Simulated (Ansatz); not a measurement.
# ZrHBr: the cost of one run

Computed with Ansatz 0.2.0 (DFT PBEsol, scalar-relativistic, plane waves, PAW, unless a step's input says otherwise).

## 1. The system as given

Symmetry: P-3m1, No. 164, trigonal system. The conventional cell has a = 3.451 Å, b = 3.451 Å, c = 10.228 Å, α = 90.00°, β = 90.00°, γ = 120.00°. Around Zr (site symmetry 3m) lie 4 H at 2.07 to 2.18 Å and 3 Br at 2.76 Å. H (site symmetry 3m) has 4 Zr at 2.07 to 2.18 Å as nearest neighbours. Br (site symmetry 3m) is surrounded by 3 Zr at 2.76 Å and 1 H at 2.79 Å.

Coordinates:

```xyz
6
Lattice="3.4510 0.0000 0.0000 -1.7255 2.9886 0.0000 0.0000 0.0000 10.2284" Properties=species:S:1:pos:R:3 pbc="T T T"
Zr    0.0000    1.9924    6.5870
Zr    1.7255    0.9962    3.6414
H     0.0000    1.9924    4.5172
H     1.7255    0.9962    5.7112
Br    0.0000    1.9924    1.7267
Br    1.7255    0.9962    8.5017
```

The structure comes from the Materials Project (structure only).

## 2. The listed cell as it stands

input.yaml

```yaml
crystal:
  lattice:
    - [3.4509752346, 0.0, 0.0]
    - [-1.7254876173, 2.988632221, 0.0]
    - [0.0, 0.0, 10.228425]
  atoms:
    - { symbol: Zr, position: [0.33333333, 0.66666667, 0.643992] }
    - { symbol: Zr, position: [0.66666667, 0.33333333, 0.356008] }
    - { symbol: H, position: [0.33333333, 0.66666667, 0.44163] }
    - { symbol: H, position: [0.66666667, 0.33333333, 0.55837] }
    - { symbol: Br, position: [0.33333333, 0.66666667, 0.168813] }
    - { symbol: Br, position: [0.66666667, 0.33333333, 0.831187] }
basis:
  ecutwfc: 420
kpoints:
  mp_grid: { grid: [12, 12, 4] }
hamiltonian:
  xc: pbesol
scf:
  occupations: { method: gaussian, width: 0.1 }
output:
  forces: true
  stress: true
  eigenvalues: true
  populations: true
```

Run with:

```
ansatz run input.yaml --threads 1 --pin off --max-ram 1331MiB --backend cpu --events-out ev --progress --plain --runs-dir out
```

Q: Estimate wall time and peak memory on 1 thread of an x86-64 CPU, shared host.

About 6.6 s, with a peak of 0.46 GiB.
